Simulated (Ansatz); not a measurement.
**FH₆N₃Zr: small, medium and large basis sets**

How large a basis does FH₆N₃Zr need? Two functionals are run in growing sets.

Computed with Ansatz 0.2.0, Gaussian basis. Level: one geometry, several basis sets.

The runs, in order: PBE0-D4/def2-SVP; ωB97M-V/def2-SVP; PBE0-D4/def2-QZVPP; ωB97M-V/def2-QZVPP; the functionals' def2-TZVPP values are taken from earlier runs.

### 1 Structure used throughout

An earlier PBE0-D4 in a triple-zeta def2 set relaxation fixed the geometry. Zr takes the def2 core potential; no spin-orbit term is included.

SMILES `[NH2][Zr]([NH2])([NH2])[F]`, 11 atoms, charge 0, spin multiplicity 1.

Atoms are counted from 1 here; the program's logs count them from 0.

Bond lengths: N1–Zr2 2.037 Å, N1–H6 1.012 Å, N1–H7 1.010 Å, Zr2–N3 2.037 Å, Zr2–N4 2.037 Å, Zr2–F5 1.930 Å, N3–H8 1.012 Å, N3–H9 1.010 Å, N4–H10 1.012 Å, N4–H11 1.010 Å. Angles: Zr2–N1–H6 125.2°, Zr2–N1–H7 125.8°, H6–N1–H7 108.7°, N1–Zr2–N3 107.1°, N1–Zr2–N4 107.2°, N1–Zr2–F5 111.7°, N3–Zr2–N4 107.1°, N3–Zr2–F5 111.7°, N4–Zr2–F5 111.7°, Zr2–N3–H8 125.2°, Zr2–N3–H9 125.8°, H8–N3–H9 108.7°, Zr2–N4–H10 125.2°, Zr2–N4–H11 125.8°, H10–N4–H11 108.7°.

### 2 PBE0-D4 in def2-SVP

The input, in.yaml:

```yaml
crystal:
  periodic: [false, false, false]
  atoms:
    - {symbol: N, position_ang: [0.794075, 1.704144, 0.306143]}
    - {symbol: Zr, position_ang: [-0.455910, 0.184420, -0.220095]}
    - {symbol: N, position_ang: [0.568931, -1.018525, -1.505256]}
    - {symbol: N, position_ang: [-0.818307, -0.905927, 1.461707]}
    - {symbol: F, position_ang: [-2.089213, 0.844813, -1.008079]}
    - {symbol: H, position_ang: [0.505347, 2.577471, 0.727212]}
    - {symbol: H, position_ang: [1.780669, 1.757489, 0.095520]}
    - {symbol: H, position_ang: [0.677284, -0.853333, -2.497382]}
    - {symbol: H, position_ang: [0.957956, -1.924196, -1.284003]}
    - {symbol: H, position_ang: [-1.578390, -1.563356, 1.577388]}
    - {symbol: H, position_ang: [-0.342441, -0.803000, 2.346844]}
basis:
  gaussian: {orbitals: def2-SVP}
hamiltonian: {xc: pbe0, dispersion: d4}
output: {orbitals: {seedname: orbitals}}
```

Launch:

```sh
$ ansatz run in.yaml --threads 4 --pin off --events-out ev --progress --plain --max-ram 10444MiB
```

After this run come: ωB97M-V in def2-SVP; PBE0-D4 in def2-QZVPP; ωB97M-V in def2-QZVPP.

Before running them: what should the planned runs give, taken together? Wanted: PBE0-D4: double and triple zeta above quadruple; ωB97M-V: double and triple zeta above quadruple.

As calculated:

| quantity | value |
| --- | --- |
| PBE0-D4: double and triple zeta above quadruple | 9.76, 0.52 eV |
| ωB97M-V: double and triple zeta above quadruple | 10.02, 0.49 eV |

What this shows: For PBE0-D4 the step from double to triple zeta gains 9.24 eV and the next only 0.52 eV. These are total energies; as a rule much of such shifts cancels in differences, which this series doesn't test. The LUMO of ωB97M-V is positive and keeps falling with the basis (1.03 to 0.51 eV): an unbound level that the basis holds in place.
